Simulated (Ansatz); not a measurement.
# Cu2Ru: the cost of one run

Program: Ansatz 0.2.0. Level of theory: DFT, r2SCAN, no spin polarisation, plane waves, PAW. These are calculated values, not measurements.

## (1) The cell

Symmetry: Fd-3m, No. 227, cubic system. Conventional cell: a = 6.989 Å, b = 6.989 Å, c = 6.989 Å, α = 90.00°, β = 90.00°, γ = 90.00°. Ru (site symmetry -43m) is surrounded by 12 Cu at 2.90 Å and 4 Ru at 3.03 Å. Cu (site symmetry -3m) is surrounded by 6 Cu at 2.47 Å.

Coordinates:

```xyz
6
Lattice="0.0000 3.4943 3.4943 3.4943 0.0000 3.4943 3.4943 3.4943 0.0000" Properties=species:S:1:pos:R:3 pbc="T T T"
Ru    2.6207    2.6207    2.6207
Ru    4.3679    4.3679    4.3679
Cu    0.0000    0.0000    0.0000
Cu    0.0000    1.7471    1.7471
Cu    1.7471    1.7471    0.0000
Cu    1.7471    0.0000    1.7471
```

It is a restart: the density comes from an earlier run on this cell.

## (2) The calculation

input.yaml reads:

```yaml
crystal:
  lattice:
    - [0.0, 3.494289, 3.494289]
    - [3.494289, 0.0, 3.494289]
    - [3.494289, 3.494289, 0.0]
  atoms:
    - { symbol: Ru, position: [0.375, 0.375, 0.375] }
    - { symbol: Ru, position: [0.625, 0.625, 0.625] }
    - { symbol: Cu, position: [0.0, 0.0, 0.0] }
    - { symbol: Cu, position: [0.5, 0.0, 0.0] }
    - { symbol: Cu, position: [0.0, 0.0, 0.5] }
    - { symbol: Cu, position: [0.0, 0.5, 0.0] }
  symmetry: { tolerance: 0.0003 }
kpoints:
  mp_grid: { grid: [6, 6, 6], shift: [0, 0, 0] }
  band_path:
    path:
      - [0.0, 0.0, 0.0]
      - [0.5, 0.0, 0.5]
      - [0.625, 0.25, 0.625]
      - [0.375, 0.375, 0.75]
      - [0.0, 0.0, 0.0]
      - [0.5, 0.5, 0.5]
      - [0.5, 0.25, 0.75]
      - [0.5, 0.0, 0.5]
    npoints: 8
magnetization:
  spin_polarized: false
scf:
  occupations: { method: gaussian, width: 0.0188 }
  lower_state_search: "off"
  max_iter: 200
hamiltonian:
  pseudopotentials: { kind: paw }
  xc: r2scan
basis:
  ecutwfc: 500
  fft_grid_basis: typed
output:
  forces: true
  stress: true
  eigenvalues: true
  bader: true
  populations: true
  elf: true
  write_potential: true
  volumetric_format: npy
  dos:
    e_range: [-12, 8]
    de: 0.05
    projected: { site_lists: { Cu: [Cu], Ru: [Ru] } }
checkpoint:
  read: saved_state
```

**Question.** How long does this run take on 1 thread of an x86-64 CPU, shared host, and how much memory does it need?

About 34 s, with a peak of 0.72 GiB.
